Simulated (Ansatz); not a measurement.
**GePO (quartet): wave-function methods side by side, cc-pVTZ**

One table from this session's results is given with a row withheld; the runs are named, their logs left out.

The runs use Ansatz 0.2.0, Gaussian basis; cc-pVTZ, core rule «outside noble gas», up to 20 orbitals frozen.

Plan: UHF; CCSD(T) on ROHF; CCSD(T) on UHF; BCCD(T) on ROHF; CCSDT(Q) on ROHF; CCSDT(Q) on UHF.

8 further runs of the same task are left out: 3 for a known fault of the program, 5 set aside as unsound or not needed.

**The system**

The geometry is a PBE0/def2-TZVP stationary point (not a proven minimum) of the parent state, kept for this charge and spin. No spin-orbit coupling is included. The filled d shell of Ge may be among the frozen orbitals whatever the setting's name suggests; the logs give the count.

3 atoms, charge 0, spin multiplicity 4.

Atoms are counted from 1 here; the program's logs count them from 0.

Bond lengths: Ge1–O2 1.780 Å, O2–P3 1.598 Å. Angles: Ge1–O2–P3 180.0°.

As a file:

```xyz
3
charge 0, multiplicity 4
Ge    0.00000    0.00000    1.71920
O     0.00000    0.00000   -0.06050
P     0.00000    0.00000   -1.65870
```

The first run:

in.yaml

```yaml
crystal:
  periodic: [false, false, false]
  atoms:
    - {symbol: Ge, position_ang: [0.000000, 0.000000, 1.719200]}
    - {symbol: O, position_ang: [0.000000, 0.000000, -0.060500]}
    - {symbol: P, position_ang: [0.000000, 0.000000, -1.658700]}
basis:
  gaussian: {orbitals: cc-pVTZ}
magnetization: {spin_polarized: true, initial_magnetization: 3}
hamiltonian: {xc: hf}
output: {orbitals: {seedname: orbitals}}
```

The run is started by

```bash
$ ansatz run in.yaml --threads 1 --pin off --events-out ev --progress --plain --max-ram 4096MiB --backend cpu
```

Among the steps run: UHF; CCSD(T) on ROHF; CCSD(T) on UHF; BCCD(T) on ROHF; CCSDT(Q) on ROHF; CCSDT(Q) on UHF.

One of the session's tables, all rows but one given; the rest of the session is left out.

```
   method  from UCCSDT(Q) (meV)
     ROHF              +12408.2
      UHF              +12095.5
     RMP2                     ?
     UMP2               +1252.8
    RCCSD                +586.0
    UCCSD                +573.0
 RCCSD(T)                 +61.6
 UCCSD(T)                 +59.5
  BCCD(T)                 +56.0
   RCCSDT                 +36.7
   UCCSDT                 +31.5
RCCSDT(Q)                 +11.1
UCCSDT(Q)                     0
```

Q: Estimate the row for RMP2 from the others.

**Answer.** from UCCSDT(Q) (meV): +1177.9. In the column «from UCCSDT(Q) (meV)» it lies between RCCSD (+586.0) and UMP2 (+1252.8).

Limits of these values: Restricted and unrestricted rows rest on different reference determinants; where their highest levels disagree by more than a few hundredths of an eV, they describe different states and don't form one ladder.
